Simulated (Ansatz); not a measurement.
# C6H15FSi: how energies converge with the basis set

Aim: see how fast density functionals converge with the basis set for C6H15FSi.

The runs use Ansatz 0.2.0, Gaussian basis; one geometry, several basis sets.

Plan: PBE0-D4/def2-SVP; ωB97M-V/def2-SVP; PBE0-D4/def2-QZVPP; ωB97M-V/def2-QZVPP; the functionals' def2-TZVPP values are taken from earlier runs.

**1. Structure used throughout**

All runs share one geometry, relaxed beforehand with PBE0-D4 in a triple-zeta def2 set.

SMILES `CC[Si](F)(CC)CC`, 23 atoms, charge 0, spin multiplicity 1.

Atoms are counted from 1 here; the program's logs count them from 0.

Bond lengths: C1–C2 1.527 Å, C1–H9 1.093 Å, C1–H10 1.093 Å, C1–H11 1.093 Å, C2–Si3 1.869 Å, C2–H12 1.096 Å, C2–H13 1.097 Å, Si3–F4 1.616 Å, Si3–C5 1.869 Å, Si3–C7 1.869 Å, C5–C6 1.527 Å, C5–H14 1.096 Å, C5–H15 1.097 Å, C6–H16 1.093 Å, C6–H17 1.093 Å, C6–H18 1.093 Å, C7–C8 1.527 Å, C7–H19 1.096 Å and more. Angles: C2–C1–H9 111.3°, C2–C1–H10 111.5°, C2–C1–H11 111.7°, H9–C1–H10 107.3°, H9–C1–H11 107.5°, H10–C1–H11 107.3°, C1–C2–Si3 114.5°, C1–C2–H12 110.2°, C1–C2–H13 110.4°, Si3–C2–H12 107.6°, Si3–C2–H13 108.2°, H12–C2–H13 105.6°, C2–Si3–F4 107.4°, C2–Si3–C5 111.0°, C2–Si3–C7 112.1°, F4–Si3–C5 107.4°, F4–Si3–C7 106.6°, C5–Si3–C7 112.1° and more.

**2. PBE0-D4 in def2-SVP**

Input file in.yaml:

```yaml
crystal:
  periodic: [false, false, false]
  atoms:
    - {symbol: C, position_ang: [1.023862, -1.118397, -2.501794]}
    - {symbol: C, position_ang: [0.110220, -0.040909, -1.922162]}
    - {symbol: Si, position_ang: [-0.488002, -0.384834, -0.185688]}
    - {symbol: F, position_ang: [-1.367068, -1.740338, -0.237586]}
    - {symbol: C, position_ang: [-1.607272, 0.982923, 0.420896]}
    - {symbol: C, position_ang: [-2.157919, 0.772130, 1.829531]}
    - {symbol: C, position_ang: [0.926021, -0.710212, 0.992315]}
    - {symbol: C, position_ang: [1.872020, 0.477403, 1.158921]}
    - {symbol: H, position_ang: [0.530855, -2.093495, -2.511304]}
    - {symbol: H, position_ang: [1.940959, -1.223615, -1.916085]}
    - {symbol: H, position_ang: [1.318826, -0.888747, -3.528780]}
    - {symbol: H, position_ang: [-0.773679, 0.089080, -2.557546]}
    - {symbol: H, position_ang: [0.618129, 0.931200, -1.922464]}
    - {symbol: H, position_ang: [-2.429875, 1.081268, -0.297187]}
    - {symbol: H, position_ang: [-1.053389, 1.927987, 0.364757]}
    - {symbol: H, position_ang: [-2.832354, 1.579786, 2.124934]}
    - {symbol: H, position_ang: [-2.715338, -0.164984, 1.901389]}
    - {symbol: H, position_ang: [-1.355799, 0.730863, 2.571291]}
    - {symbol: H, position_ang: [0.505201, -1.001258, 1.961075]}
    - {symbol: H, position_ang: [1.475331, -1.587783, 0.633931]}
    - {symbol: H, position_ang: [1.350102, 1.357084, 1.545744]}
    - {symbol: H, position_ang: [2.685313, 0.252592, 1.853267]}
    - {symbol: H, position_ang: [2.328657, 0.765156, 0.207844]}
basis:
  gaussian: {orbitals: def2-SVP}
hamiltonian: {xc: pbe0, dispersion: d4}
output: {orbitals: {seedname: orbitals}}
```

Run with:

```bash
ansatz run in.yaml --threads 5 --pin off --events-out ev --progress --plain --max-ram 66560MiB --backend cpu
```

Further steps of the session: ωB97M-V in def2-SVP; PBE0-D4 in def2-QZVPP; ωB97M-V in def2-QZVPP.

**Question.** What will the summary of the whole plan be? Wanted: PBE0-D4: double and triple zeta above quadruple; ωB97M-V: double and triple zeta above quadruple.

**Answer**, as computed:

```
                                       quantity           value
PBE0-D4: double and triple zeta above quadruple  14.10, 0.79 eV
ωB97M-V: double and triple zeta above quadruple  14.62, 0.76 eV
```

For PBE0-D4 the step from double to triple zeta gains 13.31 eV and the next only 0.79 eV. Total energies overstate the basis error of differences, where much of it tends to cancel. The LUMO of ωB97M-V is positive and keeps falling with the basis (2.92 to 1.62 eV): an unbound level that the basis holds in place.
